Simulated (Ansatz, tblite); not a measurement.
# n-GeGeGeGeGeH12 (Ge₅H₁₂): a ladder of methods and basis sets

The task here is to estimate one member of a computed series from the others.

The runs use Ansatz 0.2.0, Gaussian basis; as each input shows.

Plan: GFN1-xTB, GFN2-xTB, PBE-D4/def2-TZVP, r2SCAN-D4/def2-TZVP, revPBE-D4/def2-TZVP, LC-ωPBE/def2-TZVP, PBE-D4/def2-SVP, PBE0-D4/def2-SVP, MP2/def2-TZVP, RPA/def2-TZVP.

4 further runs of the same task are left out: 2 that didn't finish, 2 set aside as unsound or not needed. Runs told in other sessions of the task aren't counted.

## The structure

The singlet was relaxed beforehand with PBE0-D4/def2-SVP.

17 atoms, charge 0, spin multiplicity 1.

Bond lengths: Ge1–Ge2 2.426 Å, Ge1–H6 1.539 Å, Ge1–H7 1.539 Å, Ge1–H8 1.540 Å, Ge2–Ge3 2.428 Å, Ge2–H9 1.542 Å, Ge2–H10 1.542 Å, Ge3–Ge4 2.427 Å, Ge3–H11 1.542 Å, Ge3–H12 1.542 Å, Ge4–Ge5 2.424 Å, Ge4–H13 1.542 Å, Ge4–H14 1.544 Å, Ge5–H15 1.540 Å, Ge5–H16 1.540 Å, Ge5–H17 1.541 Å. Angles: Ge2–Ge1–H6 109.8°, Ge2–Ge1–H7 111.2°, Ge2–Ge1–H8 109.7°, H6–Ge1–H7 108.9°, H6–Ge1–H8 108.5°, H7–Ge1–H8 108.7°, Ge1–Ge2–Ge3 109.6°, Ge1–Ge2–H9 110.2°, Ge1–Ge2–H10 109.1°, Ge3–Ge2–H9 110.9°, Ge3–Ge2–H10 109.0°, H9–Ge2–H10 108.1°, Ge2–Ge3–Ge4 107.8°, Ge2–Ge3–H11 110.5°, Ge2–Ge3–H12 109.7°, Ge4–Ge3–H11 110.2°, Ge4–Ge3–H12 110.4°, H11–Ge3–H12 108.3° and more.

PBE0-D4/def2-TZVP was run before; its log isn't repeated, and its numbers join the tables.

Set-up of the first run:

Tight binding, by tblite at 300 K electronic temperature and without a spin-polarisation term:

```python
tblite.interface.Calculator('GFN1-xTB', numbers, positions, charge=0, uhf=0).singlepoint()
```

Tight binding, by tblite at 300 K electronic temperature and without a spin-polarisation term:

```python
tblite.interface.Calculator('GFN2-xTB', numbers, positions, charge=0, uhf=0).singlepoint()
```

start.molden holds the orbitals of an earlier run on this state, given as this run's starting guess.

File in.yaml:

```yaml
crystal:
  periodic: [false, false, false]
  atoms:
    - {symbol: Ge, position_ang: [1.777848, 1.812245, -0.822423]}
    - {symbol: Ge, position_ang: [0.162587, 1.808880, 0.987175]}
    - {symbol: Ge, position_ang: [-1.855018, 0.662217, 0.274802]}
    - {symbol: Ge, position_ang: [-1.186979, -1.373967, -0.864635]}
    - {symbol: Ge, position_ang: [0.348199, -2.627565, 0.530725]}
    - {symbol: H, position_ang: [1.166559, 2.481402, -2.066581]}
    - {symbol: H, position_ang: [3.056501, 2.572472, -0.426316]}
    - {symbol: H, position_ang: [2.155257, 0.363011, -1.183556]}
    - {symbol: H, position_ang: [-0.151632, 3.253903, 1.422448]}
    - {symbol: H, position_ang: [0.761885, 1.063521, 2.197159]}
    - {symbol: H, position_ang: [-2.742661, 0.324543, 1.489686]}
    - {symbol: H, position_ang: [-2.660873, 1.570455, -0.675822]}
    - {symbol: H, position_ang: [-2.411982, -2.242520, -1.215350]}
    - {symbol: H, position_ang: [-0.480844, -0.988760, -2.182279]}
    - {symbol: H, position_ang: [0.919114, -3.844205, -0.220803]}
    - {symbol: H, position_ang: [-0.373496, -3.119613, 1.799400]}
    - {symbol: H, position_ang: [1.515545, -1.716019, 0.956350]}
basis:
  gaussian: {orbitals: def2-TZVP, initial_orbitals: start.molden}
hamiltonian: {xc: pbe, dispersion: d4}
scf: {omitted_lower_state_checks: [starts]}
output: {forces: true, orbitals: {seedname: orbitals}}
```

The run is started by

```bash
> ansatz run in.yaml --threads 4 --pin off --events-out ev --progress --plain --max-ram 4787MiB
```

Steps of the session up to this table: PBE-D4/def2-TZVP; r2SCAN-D4/def2-TZVP; revPBE-D4/def2-TZVP; LC-ωPBE/def2-TZVP; PBE-D4/def2-SVP; PBE0-D4/def2-SVP; MP2/def2-TZVP; RPA/def2-TZVP.

One of the session's tables, all rows but one given; the rest of the session is left out.

It belongs to the step «Binding energy». 

| level | binding an atom (eV) |
| --- | --- |
| HF/def2-TZVP | 1.981 |
| PBE-D4/def2-SVP | 2.660 |
| PBE-D4/def2-TZVP | 2.662 |
| revPBE-D4/def2-TZVP | 2.612 |
| r2SCAN-D4/def2-TZVP | ? |
| PBE0-D4/def2-SVP | 2.668 |
| PBE0-D4/def2-TZVP | 2.668 |
| LC-ωPBE/def2-TZVP | 2.656 |
| MP2/def2-TZVP | 2.576 |

Estimate the missing values for r2SCAN-D4/def2-TZVP.

The run gave: binding an atom (eV): 2.718. In the column «binding an atom (eV)» it is the highest.

Caveats from the session: Free atoms were run apart at each level; binding is atoms less cluster, divided by the number of atoms, without zero-point or spin-orbit terms.
